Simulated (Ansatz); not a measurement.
# CH₇FOSi₂: up Jacob's ladder to CCSD(T)

How much do the methods differ for CH₇FOSi₂? The plan is to run it at one geometry with functionals of several rungs and with coupled cluster, and see how far each lands from CCSD(T) at the basis-set limit for the atomisation energy.

Program: Ansatz 0.2.0, Gaussian basis. Level of theory: functionals in def2-TZVPP, the program's frozen cores in correlated methods. These are calculated values, not measurements.

The runs, in order: PBE-D4, r2SCAN-D4, PBE0-D4, B3LYP-D4, ωB97X-V, ωB97M-V, B2PLYP; CCSD(T)/def2-TZVPP; MP2/def2-QZVPP; extrapolation to the limit.

## Step 1: Structure used throughout

All runs share one geometry, relaxed beforehand with PBE0-D4 in a triple-zeta def2 set.

12 atoms, charge 0, spin multiplicity 1.

Atoms are counted from 1 here; the program's logs count them from 0.

Bond lengths: C1–O2 1.410 Å, C1–H6 1.096 Å, C1–H7 1.096 Å, C1–H8 1.091 Å, O2–Si3 1.645 Å, Si3–Si4 2.343 Å, Si3–H9 1.493 Å, Si3–H10 1.495 Å, Si4–F5 1.606 Å, Si4–H11 1.488 Å, Si4–H12 1.486 Å. Angles: O2–C1–H6 111.3°, O2–C1–H7 111.4°, O2–C1–H8 108.2°, H6–C1–H7 108.6°, H6–C1–H8 108.6°, H7–C1–H8 108.6°, C1–O2–Si3 122.7°, O2–Si3–Si4 107.4°, O2–Si3–H9 110.8°, O2–Si3–H10 111.1°, Si4–Si3–H9 111.6°, Si4–Si3–H10 109.1°, H9–Si3–H10 106.9°, Si3–Si4–F5 110.5°, Si3–Si4–H11 110.0°, Si3–Si4–H12 111.7°, F5–Si4–H11 107.7°, F5–Si4–H12 107.8° and more.

## Step 2: PBE-D4 (GGA)

in.yaml reads:

```yaml
crystal:
  periodic: [false, false, false]
  atoms:
    - {symbol: C, position_ang: [1.569443, 1.661536, 0.218592]}
    - {symbol: O, position_ang: [0.905032, 0.482951, -0.178933]}
    - {symbol: Si, position_ang: [-0.576207, 0.060259, 0.397618]}
    - {symbol: Si, position_ang: [-1.195071, -1.938502, -0.657371]}
    - {symbol: F, position_ang: [-1.467541, -1.689612, -2.220664]}
    - {symbol: H, position_ang: [1.799633, 1.647312, 1.290114]}
    - {symbol: H, position_ang: [0.968576, 2.552101, 0.001155]}
    - {symbol: H, position_ang: [2.505713, 1.729917, -0.337347]}
    - {symbol: H, position_ang: [-1.571476, 1.145000, 0.147998]}
    - {symbol: H, position_ang: [-0.534520, -0.160335, 1.875858]}
    - {symbol: H, position_ang: [-2.451520, -2.463532, -0.057983]}
    - {symbol: H, position_ang: [-0.134163, -2.972195, -0.539637]}
basis:
  gaussian: {orbitals: def2-TZVPP}
hamiltonian: {xc: pbe, dispersion: d4}
output: {forces: true, orbitals: {seedname: orbitals}}
```

Launch:

```sh
$ ansatz run in.yaml --threads 4 --pin off --events-out ev --progress --plain --max-ram 10444MiB
```

After this run come: r2SCAN-D4 (meta-GGA); PBE0-D4 (hybrid); B3LYP-D4 (hybrid); ωB97X-V (range-separated); ωB97M-V (range-separated); B2PLYP (double hybrid); CCSD(T) in def2-TZVPP; MP2 in def2-QZVPP.

Before running them: what should the planned runs give, taken together? Wanted: atomisation energy, CCSD(T)/CBS; farthest; mean size of error, hybrid; mean size of error, range-separated; gap, smallest and largest; T1 diagnostic; triples share of the correlation energy.

The runs gave:

```
                               quantity                                 value
        atomisation energy, CCSD(T)/CBS                         4227.8 kJ/mol
 functionals within 21.1 kJ/mol (0.5 %)   PBE-D4, r2SCAN-D4, ωB97X-V, ωB97M-V
                               farthest                 B2PLYP (-62.9 kJ/mol)
             mean size of error, hybrid                           39.1 kJ/mol
    mean size of error, range-separated                           10.3 kJ/mol
              gap, smallest and largest  5.30 eV (PBE-D4), 11.93 eV (ωB97X-V)
                          T1 diagnostic                                0.0118
triples share of the correlation energy                                 3.2 %
```

PBE-D4 is off by -0.5 kJ/mol. Double hybrids carry the basis error of their MP2 part in triple zeta, and no dispersion term here, so their miss is partly the set-up's. The reference freezes the cores and leaves out relativity and excitations past (T), so misses under about 21.1 kJ/mol can't be ranked. Hartree-Fock recovers 74 % of the binding; the rest is correlation. The gap grows from 5.3 to 11.9 eV across the functionals, mostly with the share of exact exchange.
